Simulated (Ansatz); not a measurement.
# CoSi2: the cost of one run

All numbers below are computed with Ansatz 0.2.0 (DFT PBE, scalar-relativistic, plane waves, PAW).

### 1 The system as given

The cell holds 24 atoms (Co8Si16): a = 7.420 Å, b = 7.177 Å, c = 6.754 Å, α = 88.85°, β = 91.99°, γ = 92.64°.

It is the last frame of an earlier stage of the same melt, run at 1790 K.

The coordinates stand in the first input below.

### 2 Dynamics at 990 K

One k point, a Fermi-Dirac width of 0.085 eV and a fixed cell.

input.yaml

```yaml
crystal:
  lattice:
    - [7.416926, -0.167248, -0.121908]
    - [-0.167248, 7.174568, 0.068321]
    - [-0.121908, 0.068321, 6.752577]
  atoms:
    - { symbol: Si, position: [0.5301557118, 0.6817181297, 0.8772126823] }
    - { symbol: Si, position: [0.0488090103, 0.5366425974, 0.3773108208] }
    - { symbol: Si, position: [0.0801854576, 0.0255750226, 0.7736602341] }
    - { symbol: Si, position: [0.8391817345, 0.7713056205, 0.0656875591] }
    - { symbol: Si, position: [0.5124443238, 0.346683066, 0.8006849447] }
    - { symbol: Si, position: [0.7014022106, 0.1282354377, 0.3606092516] }
    - { symbol: Si, position: [0.7892670112, 0.8462411888, 0.6681677631] }
    - { symbol: Si, position: [0.7986575465, 0.4141799819, 0.5140240646] }
    - { symbol: Si, position: [0.4224549202, 0.5590858062, 0.4469859792] }
    - { symbol: Si, position: [0.2034336843, 0.1402897638, 0.3688492956] }
    - { symbol: Si, position: [0.2065376593, 0.6002999663, 0.9644689383] }
    - { symbol: Si, position: [0.8518524818, 0.4030857292, 0.0795725438] }
    - { symbol: Si, position: [0.6602760234, 0.0929042172, 0.9986204894] }
    - { symbol: Si, position: [0.4679718533, 0.8807293517, 0.3734450209] }
    - { symbol: Si, position: [0.3132192619, 0.9325553721, 0.0121297746] }
    - { symbol: Si, position: [0.2187709412, 0.2607802898, 0.9873785177] }
    - { symbol: Co, position: [0.1883499599, 0.7557800891, 0.6432354221] }
    - { symbol: Co, position: [0.9521833588, 0.0580555831, 0.1375011058] }
    - { symbol: Co, position: [0.8427859702, 0.1857620823, 0.7946697796] }
    - { symbol: Co, position: [0.1781202647, 0.3685491006, 0.5795425274] }
    - { symbol: Co, position: [0.1709266944, 0.7978392133, 0.2635735498] }
    - { symbol: Co, position: [0.5629728026, 0.014085923, 0.680397271] }
    - { symbol: Co, position: [0.5886222672, 0.3674742799, 0.2371756588] }
    - { symbol: Co, position: [0.9146042612, 0.555894599, 0.799479324] }
  symmetry: { detect: false }
basis:
  ecutwfc: 420
  xc_grid: 1
kpoints:
  mp_grid: { grid: [1, 1, 1], shift: [0.25, 0.25, 0.25] }
hamiltonian:
  xc: pbe
scf:
  occupations: { method: fermi_dirac, width: 0.0853 }
  lower_state_search: "off"
  convergence: { dr2_threshold: 1.0e-05 }
output:
  forces: true
  stress: true
md:
  timestep: 3.0
  n_steps: 46
  ensemble: nvt_langevin
  friction: 0.015
  temperature: 990.0
  initial_velocities: maxwell_boltzmann
  seed: 4097
```

On the command line:

```bash
> ansatz run input.yaml --threads 2 --pin off --max-ram 5120MiB --backend cpu --events-out ev --progress --plain --runs-dir out
```

Q: Estimate wall time and peak memory on 2 threads of Intel Xeon at 2.50GHz (Skylake/Cascade Lake), shared host.

About 4.5 min, with a peak of 0.59 GiB.
